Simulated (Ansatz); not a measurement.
# BClFH2N: the cost of one run

Method: RKS CAM-B3LYP/STO-3G, in Ansatz 0.2.0.

## 1. The starting structure

Bond lengths: B1–N2 1.550 Å, N2–H3 1.060 Å, N2–H4 1.060 Å, B1–F5 1.320 Å, B1–Cl6 1.860 Å. Angles: B1–N2–H3 120.0°, B1–N2–H4 120.0°, H3–N2–H4 120.0°, N2–B1–F5 120.0°, N2–B1–Cl6 120.0°, F5–B1–Cl6 120.0°.

Structure file:

```xyz
6

B     0.0000    0.0000    0.0000
N     0.0000    0.0000    1.5500
H    -0.8770   -0.2713    2.0800
H     0.8770    0.2713    2.0800
F     1.1431    0.0000   -0.6600
Cl   -1.6108    0.0000   -0.9300
```

## 2. Relaxing the start

File input.yaml:

```yaml
crystal:
  periodic: [false, false, false]
  atoms:
    - { symbol: B, position_ang: [0.0, 0.0, 0.0] }
    - { symbol: "N", position_ang: [0.0, 0.0, 1.55] }
    - { symbol: H, position_ang: [-0.877, -0.2713, 2.08] }
    - { symbol: H, position_ang: [0.877, 0.2713, 2.08] }
    - { symbol: F, position_ang: [1.1431, 0.0, -0.66] }
    - { symbol: Cl, position_ang: [-1.6108, 0.0, -0.93] }
basis:
  gaussian: { orbitals: STO-3G }
hamiltonian:
  xc: cam_b3lyp
relax:
  f_tol: 0.02
  max_steps: 40
output:
  orbitals: {}
```

The run is started by

```
> ansatz run input.yaml --threads 1 --pin off --max-ram 2048MiB --backend cpu --events-out ev --progress --plain --runs-dir out
```

**Question.** How long does this run take on 1 thread of Arm Neoverse V2, shared host, and how much memory does it need?

About 10 s, with a peak of 0.13 GiB.
